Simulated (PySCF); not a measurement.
# OsH₃: relaxation and vibrations of the doublet

Aim: relax OsH₃ as a doublet from a T-shaped start, check by its vibrations whether the end is a minimum, and collect its spectrum and constants.

Program: PySCF 2.14.0. Level of theory: PBE0, basis Os def2-TZVP with ECP60, H def2-TZVP, scalar-relativistic core potentials, no spin–orbit coupling, density fitting. These are calculated values, not measurements.

### 1 Where the work starts

4 atoms, charge 0, spin multiplicity 2.

Bond lengths: Os1–H2 1.610 Å, Os1–H3 1.610 Å, Os1–H4 1.610 Å. Angles: H2–Os1–H3 88.0°, H2–Os1–H4 88.0°, H3–Os1–H4 176.0°.

Coordinates in bohr (charge 0 multiplicity 2):
```
Os    0.0000    0.0000   -0.0168
H     0.0000    0.0000    3.0256
H     3.0406    0.0000    0.0894
H    -3.0406    0.0000    0.0894
```

### 2 Relaxing the doublet from the T-shaped start

One driver script runs all steps and calls PySCF; scf.py shows how it sets up the SCF of each step. The optimiser is the driver's own. Before each start the driver seeks the lowest SCF state from one or more starting densities and follows internal instabilities, so scf.py alone need not reach the same state.

The program finds C2v symmetry in the start, which this walk keeps.

scf.py reads:

```python
from pyscf import gto, scf, dft
mol = gto.M(atom='''
Os     0.000000     0.000000    -0.008903
H      0.000000     0.000000     1.601097
H      1.609000    -0.000000     0.047297
H     -1.609000     0.000000     0.047297''',
    basis={'Os': 'def2-TZVP', 'H': 'def2-TZVP'},
    ecp={'Os': 'def2-TZVP'},
    charge=0, spin=1)
mf = dft.UKS(mol, xc='PBE0')
mf.grids.atom_grid = (50, 194)
aux = {'Os': 'def2-universal-JKFIT', 'H': 'def2-universal-JKFIT'}
mf = mf.density_fit(auxbasis=aux)
mf.kernel()
```

Energy and gradient, step by step:

| step | energy (Eh) | change (kJ/mol) | largest symmetric gradient (Eh/bohr) |
| --- | --- | --- | --- |
| 0 | -92.294405 | 0.00 | 0.04384 |
| 1 | -92.312211 | -46.75 | 0.02864 |
| 2 | -92.319926 | -67.00 | 0.02631 |
| 3 | -92.322620 | -74.08 | 0.01803 |
| 4 | -92.325307 | -81.13 | 0.01406 |
| 5 | -92.327026 | -85.65 | 0.01199 |
| 6 | -92.327599 | -87.15 | 0.00200 |
| 7 | -92.327606 | -87.17 | 0.00032 |
| 8 | -92.327607 | -87.17 | 0.00002 |

The walk ran for 6.6 s (4 threads, shared host).

After 8 steps and 87.2 kJ/mol it ends at C2v: Os–H 1.560 Å, Os–H 1.664 Å (×2); H–Os–H 69.6° (×2), H–Os–H 139.2°.

### 3 Is it a minimum? Harmonic modes

The point is checked on the finer grid, and tightened if its gradient asks for it. The Hessian and the dipole derivatives come from central differences of analytic gradients, with steps of 0.01 bohr.

Edit scf.py of step 2 so:

```diff
@@ -3,4 +3,4 @@
-Os     0.000000     0.000000    -0.008903
-H      0.000000     0.000000     1.601097
-H      1.609000    -0.000000     0.047297
-H     -1.609000     0.000000     0.047297''',
+Os     0.000000    -0.000000    -0.014056
+H      0.000000     0.000000     1.546091
+H      1.560042    -0.000000     0.565565
+H     -1.560042     0.000000     0.565565''',
@@ -11 +11 @@
-mf.grids.atom_grid = (50, 194)
+mf.grids.atom_grid = (75, 302)
```

The driver hands on the density of the step before, so the log starts near convergence.

Log of the central SCF (cycles and frontier levels):

```text
init E= -92.3275840679465
[... the frontier-level lines of each cycle are left out ...]
cycle= 1 E= -92.3275840678029  delta_E= 1.44e-10  |g|= 2.17e-05  |ddm|= 2.73e-05
cycle= 2 E= -92.3275840672896  delta_E= 5.13e-10  |g|= 3.96e-05  |ddm|= 4.91e-05
cycle= 3 E= -92.3275840680162  delta_E= -7.27e-10  |g|= 1.97e-06  |ddm|= 3.19e-05
cycle= 4 E= -92.3275840680177  delta_E= -1.45e-12  |g|= 1.37e-07  |ddm|= 1.39e-06
Extra cycle  E= -92.3275840680179  delta_E= -1.99e-13  |g|= 1.23e-07  |ddm|= 3.29e-07
converged SCF energy = -92.3275840680179  <S^2> = 1.7592232  2S+1 = 2.8349414
```

The whole step took 21 s.

Geometry: C2v; Os–H 1.560 Å, Os–H 1.664 Å (×2); H–Os–H 69.6° (×2), H–Os–H 139.2°.

Harmonic modes (main isotopes):

```tsv
symmetry	ω (cm⁻¹)	IR (km/mol)	type
b1	673	0.0	bend
b2	821	0.3	bend
a1	835	8.5	bend
b2	1918	16.4	stretch
a1	2061	14.4	stretch
a1	2366	6.6	stretch
```

All wavenumbers are real: a minimum.

Constants and moments:

```
Dipole moment                                                   : 1.73 D
Highest occupied level                                          : -5.70 eV
Lowest empty level                                              : -3.24 eV
Rotational constants                                            : 5.452, 3.436, 2.108 cm⁻¹
Zero-point energy                                               : 51.9 kJ/mol
Principal polarisabilities                                      : 32.6, 38.2, 55.6 bohr³
Atomisation energy without zero-point energy                    : 727 kJ/mol
Principal traceless quadrupole moments about the centre of mass : -4.99, 2.39, 2.59 D Å
Entropy at 298.15 K and 1 bar (electronic part: spin only)      : 246.1 J/(mol K)
Heat capacity Cp at 298.15 K                                    : 42.1 J/(mol K)
Enthalpy at 298.15 K above 0 K                                  : 10.62 kJ/mol
Rotational symmetry number                                      : 2
Spin squared ⟨S²⟩                                               : 1.759
```

Charges (e) and bond orders:

```tsv
atom	Mulliken	Löwdin	polar tensor	spin (Mulliken)	Mayer order to Os1
Os1	0.16	0.17	0.22	1.46	–
H2	0.06	0.03	-0.12	-0.03	0.95
H3,4	-0.11	-0.10	-0.05	-0.22	0.88
```

Outer orbital energies (eV). α occupied: -52.94, -52.08, -11.31, -9.99, -8.88, -8.26, -7.99, -7.35; empty: -2.97, -1.83, -0.79, 2.12. β occupied: -51.94, -51.84, -50.96, -11.60, -9.81, -9.34, -6.67, -5.70; empty: -3.24, -3.14, -1.95, -0.09.

Mulliken populations on Os1 (outside its core potential): s 2.82, p 6.28, d 6.72, f 0.01.

### 4 Results

| quantity | value |
| --- | --- |
| minimum | broken-symmetry (Ms = 1/2), C2v |
| geometry | Os–H 1.560 Å, Os–H 1.664 Å (×2); H–Os–H 69.6° (×2), H–Os–H 139.2° |
| wavenumbers (cm⁻¹) | 673 (b1), 821 (b2), 835 (a1), 1918 (b2), 2061 (a1), 2366 (a1) |
| dipole moment | 1.73 D |
| highest occupied, lowest empty level (either spin) | -5.70, -3.24 eV |
| polar-tensor charge of Os1 | +0.22 e |
| zero-point energy | 51.9 kJ/mol |
| entropy at 298.15 K | 246.1 J/(mol K) |
| atomisation energy (no zero-point energy) | 727 kJ/mol |
| ⟨S²⟩ | 1.759 |

**Reading.** The molecule stays C2v, as typed, and the end point is a minimum. The determinant is spin-contaminated (⟨S²⟩ = 1.76 against 0.75), so it is no pure spin state. In the infrared the band at 1918 cm⁻¹ (b2, stretch) leads. Only this shape and spin were tried, so other structures or states may lie lower. One determinant may miss the lowest occupation of an open d or f shell. With an element this heavy the missing spin–orbit coupling can shift these numbers.

The search up to here took 33 s.
